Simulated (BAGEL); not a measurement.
# HF/6-31G(d) (density fitting with cc-pvqz-jkfit, spherical functions) run of CH7FSi2 (SMILES F[SiH2]C[SiH3])

Aim: the vertical ionisation energy of CH7FSi2 at HF/6-31G* (density fitting with cc-pvqz-jkfit, spherical functions), from 2 runs. 

The results are computed with BAGEL 1.2.2.

### Step 1. The molecule

CH7FSi2: 11 atoms, total charge 0, spin state singlet. SMILES: `F[SiH2]C[SiH3]`. Geometry: relaxed at PBE0-D4/def2-TZVP. This is one conformer, not always the lowest.

Bond lengths: F1–Si2 1.604 Å, Si2–C3 1.854 Å, C3–Si4 1.877 Å, Si2–H5 1.484 Å, Si2–H6 1.484 Å, C3–H7 1.097 Å, C3–H8 1.095 Å, Si4–H9 1.485 Å, Si4–H10 1.488 Å, Si4–H11 1.487 Å. Some angles: F1–Si2–C3 109.3°, Si2–C3–Si4 115.3°, F1–Si2–H5 107.5°, F1–Si2–H6 107.1°, C3–Si2–H5 110.7°, C3–Si2–H6 112.0°, Si2–C3–H7 107.4°, Si2–C3–H8 109.5°, Si4–C3–H7 108.3°, Si4–C3–H8 109.0°.

### Step 2. The energy at HF/6-31G(d) (density fitting with cc-pvqz-jkfit, spherical functions)

Contents of calc.json:

```json
{ "bagel" : [

{
  "title" : "molecule",
  "basis" : "6-31gs.json",
  "df_basis" : "cc-pvqz-jkfit",
  "angstrom" : "true",
  "geometry" : [
    { "atom" : "F", "xyz" : [   -1.629100,    1.667400,    0.202000 ] },
    { "atom" : "Si", "xyz" : [   -0.069200,    1.498400,    0.534400 ] },
    { "atom" : "C", "xyz" : [    0.349200,   -0.305900,    0.605500 ] },
    { "atom" : "Si", "xyz" : [   -0.157200,   -1.306900,   -0.899700 ] },
    { "atom" : "H", "xyz" : [    0.694000,    2.172900,   -0.545000 ] },
    { "atom" : "H", "xyz" : [    0.175700,    2.177500,    1.831400 ] },
    { "atom" : "H", "xyz" : [    1.437100,   -0.385200,    0.722600 ] },
    { "atom" : "H", "xyz" : [   -0.101300,   -0.751100,    1.498900 ] },
    { "atom" : "H", "xyz" : [   -1.636400,   -1.388400,   -0.995700 ] },
    { "atom" : "H", "xyz" : [    0.369900,   -0.665700,   -2.134100 ] },
    { "atom" : "H", "xyz" : [    0.392600,   -2.686000,   -0.812200 ] }
  ]
},
{
  "title" : "hf"
},
{
  "title" : "print",
  "file" : "orbitals.molden",
  "orbitals" : "true"
}

]}
```

The basis set 6-31G* is read from a file made from the Basis Set Exchange's data (not shown).

The run is started by

```bash
$ BAGEL_NUM_THREADS=1 BAGEL calc.json > calc.out
```

The log of the run:

```text
* using 1 threads per process

  ===============================================================
  ===============================================================

  *** Geometry ***

  { "atom" : "F", "xyz" : [     -3.078553,      3.150929,      0.381725 ] },
  { "atom" : "Si", "xyz" : [     -0.130769,      2.831566,      1.009870 ] },
  { "atom" : "C", "xyz" : [      0.659892,     -0.578067,      1.144229 ] },
  { "atom" : "Si", "xyz" : [     -0.297065,     -2.469683,     -1.700187 ] },
  { "atom" : "H", "xyz" : [      1.311470,      4.106186,     -1.029901 ] },
  { "atom" : "H", "xyz" : [      0.332025,      4.114879,      3.460844 ] },
  { "atom" : "H", "xyz" : [      2.715725,     -0.727923,      1.365516 ] },
  { "atom" : "H", "xyz" : [     -0.191429,     -1.419373,      2.832510 ] },
  { "atom" : "H", "xyz" : [     -3.092348,     -2.623696,     -1.881600 ] },
  { "atom" : "H", "xyz" : [      0.699010,     -1.257991,     -4.032865 ] },
  { "atom" : "H", "xyz" : [      0.741906,     -5.075804,     -1.534836 ] },

  Number of auxiliary basis functions:      865

  Since a DF basis is specified, we compute 2- and 3-index integrals:
    o Being stored without compression. Storage requirement is 0.042 GB

  Number of basis functions:       78
  Number of electrons      :       50

    * METHOD: MOLECULE                             0.64

  *** RHF ***

  === Nuclear Repulsion ===
   223.3244812765

      * DIIS with orbital gradients will be used.

  === RHF iteration (6-31gs.json) ===
      0       -719.11084867          0.01734818           0.11
      1       -719.23095960          0.00976502           0.10
      2       -719.27398111          0.00148380           0.11
      3       -719.27541756          0.00036296           0.12
      4       -719.27549257          0.00006569           0.15
      5       -719.27549653          0.00001308           0.10
      6       -719.27549671          0.00000309           0.10
      7       -719.27549672          0.00000072           0.10
      8       -719.27549672          0.00000012           0.11
      9       -719.27549672          0.00000004           0.11
     10       -719.27549672          0.00000002           0.10
     11       -719.27549672          0.00000000           0.11
    * SCF iteration converged.

    * Permanent dipole moment:
           (   -0.666887,     0.246438,    -0.344464) a.u.

    * METHOD: HF                                   1.54

    * METHOD: PRINT                                0.01

  ===============================================================
```

It took 2.4 s on 1 thread of Intel Xeon 6975P-C (Granite Rapids), shared host; peak memory 0.18 GiB.

### Step 3. The doublet cation

Contents of calc.json:

```json
{ "bagel": [

{
  "title": "molecule",
  "basis": "6-31gs.json",
  "df_basis": "cc-pvqz-jkfit",
  "angstrom": true,
  "geometry": [
    { "atom": "F", "xyz": [      -1.629100,       1.667400,       0.202000 ] },
    { "atom": "Si", "xyz": [      -0.069200,       1.498400,       0.534400 ] },
    { "atom": "C", "xyz": [       0.349200,      -0.305900,       0.605500 ] },
    { "atom": "Si", "xyz": [      -0.157200,      -1.306900,      -0.899700 ] },
    { "atom": "H", "xyz": [       0.694000,       2.172900,      -0.545000 ] },
    { "atom": "H", "xyz": [       0.175700,       2.177500,       1.831400 ] },
    { "atom": "H", "xyz": [       1.437100,      -0.385200,       0.722600 ] },
    { "atom": "H", "xyz": [      -0.101300,      -0.751100,       1.498900 ] },
    { "atom": "H", "xyz": [      -1.636400,      -1.388400,      -0.995700 ] },
    { "atom": "H", "xyz": [       0.369900,      -0.665700,      -2.134100 ] },
    { "atom": "H", "xyz": [       0.392600,      -2.686000,      -0.812200 ] }
  ]
},

{
  "title": "uhf",
  "charge": 1,
  "nopen": 1
},

{
  "title": "print",
  "file": "orbitals.molden",
  "orbitals": true
}

]}
```

The basis set 6-31G* is read from a file made from the Basis Set Exchange's data (not shown).

The run is started by

```bash
$ BAGEL_NUM_THREADS=1 BAGEL calc.json > calc.out
```

The log of the run:

```text
* using 1 threads per process

  ===============================================================
  ===============================================================

  *** Geometry ***

  { "atom" : "F", "xyz" : [     -3.078553,      3.150929,      0.381725 ] },
  { "atom" : "Si", "xyz" : [     -0.130769,      2.831566,      1.009870 ] },
  { "atom" : "C", "xyz" : [      0.659892,     -0.578067,      1.144229 ] },
  { "atom" : "Si", "xyz" : [     -0.297065,     -2.469683,     -1.700187 ] },
  { "atom" : "H", "xyz" : [      1.311470,      4.106186,     -1.029901 ] },
  { "atom" : "H", "xyz" : [      0.332025,      4.114879,      3.460844 ] },
  { "atom" : "H", "xyz" : [      2.715725,     -0.727923,      1.365516 ] },
  { "atom" : "H", "xyz" : [     -0.191429,     -1.419373,      2.832510 ] },
  { "atom" : "H", "xyz" : [     -3.092348,     -2.623696,     -1.881600 ] },
  { "atom" : "H", "xyz" : [      0.699010,     -1.257991,     -4.032865 ] },
  { "atom" : "H", "xyz" : [      0.741906,     -5.075804,     -1.534836 ] },

  Number of auxiliary basis functions:      865

  Since a DF basis is specified, we compute 2- and 3-index integrals:
    o Being stored without compression. Storage requirement is 0.042 GB

  Number of basis functions:       78
  Number of electrons      :       50

    * METHOD: MOLECULE                             0.65

  *** Open-shell HF ***

  === Nuclear Repulsion ===
   223.3244812765

      * DIIS with orbital gradients will be used.

  === UHF iteration (6-31gs.json) ===
      0       -718.67836446          0.03472100           0.22
      1       -718.81902490          0.02135147           0.22
      2       -718.85732821          0.01348962           0.22
      3       -718.88014253          0.00201042           0.21
      4       -718.88432061          0.00136248           0.21
      5       -718.88698296          0.00076272           0.21
      6       -718.88797334          0.00031586           0.21
      7       -718.88826700          0.00019805           0.24
      8       -718.88843693          0.00013412           0.22
      9       -718.88848724          0.00010926           0.21
     10       -718.88850173          0.00007586           0.22
     11       -718.88851790          0.00004945           0.22
     12       -718.88853228          0.00003005           0.22
     13       -718.88853664          0.00001556           0.22
     14       -718.88853666          0.00001008           0.22
     15       -718.88853694          0.00000856           0.21
     16       -718.88853725          0.00000591           0.22
     17       -718.88853733          0.00000255           0.22
     18       -718.88853733          0.00000174           0.22
     19       -718.88853735          0.00000157           0.22
     20       -718.88853735          0.00000141           0.21
     21       -718.88853736          0.00000117           0.22
     22       -718.88853736          0.00000094           0.22
     23       -718.88853736          0.00000084           0.22
     24       -718.88853736          0.00000072           0.21
     25       -718.88853736          0.00000047           0.20
     26       -718.88853736          0.00000032           0.20
     27       -718.88853736          0.00000023           0.20
     28       -718.88853736          0.00000019           0.21
     29       -718.88853736          0.00000015           0.22
     30       -718.88853736          0.00000009           0.22
     31       -718.88853736          0.00000007           0.22
     32       -718.88853736          0.00000006           0.22
     33       -718.88853736          0.00000005           0.22
     34       -718.88853736          0.00000003           0.22
     35       -718.88853736          0.00000002           0.22
     36       -718.88853736          0.00000002           0.22
     37       -718.88853736          0.00000001           0.22
     38       -718.88853736          0.00000001           0.22
    * SCF iteration converged.

    * S^2 (UHF) is 0.7695

    * Permanent dipole moment:
           (   -1.443585,     1.019788,    -0.673858) a.u.

    * METHOD: UHF                                  8.62

    * METHOD: PRINT                                0.01

  ===============================================================
```

It took 9.6 s on 1 thread of Intel Xeon 6975P-C (Granite Rapids), shared host; peak memory 0.18 GiB.

### Step 4. Summary of results

At HF/6-31G* (density fitting with cc-pvqz-jkfit, spherical functions):

```
                                          quantity          value
                     singlet CH7FSi2: total energy  -719.27550 Eh
                    singlet CH7FSi2: dipole moment         2.01 D
                      singlet CH7FSi2: HOMO energy      -11.97 eV
                      singlet CH7FSi2: LUMO energy        3.87 eV
                    singlet CH7FSi2: HOMO–LUMO gap       15.84 eV
                      doublet cation: total energy  -718.88854 Eh
                              doublet cation: ⟨S²⟩          0.769
vertical ionisation energy (to the doublet cation)      10.530 eV
```

In words: Removing an electron at fixed nuclei costs 10.53 eV (1016 kJ/mol). The negative HOMO energy of the first species, 11.97 eV, lies 1.44 eV above that difference.
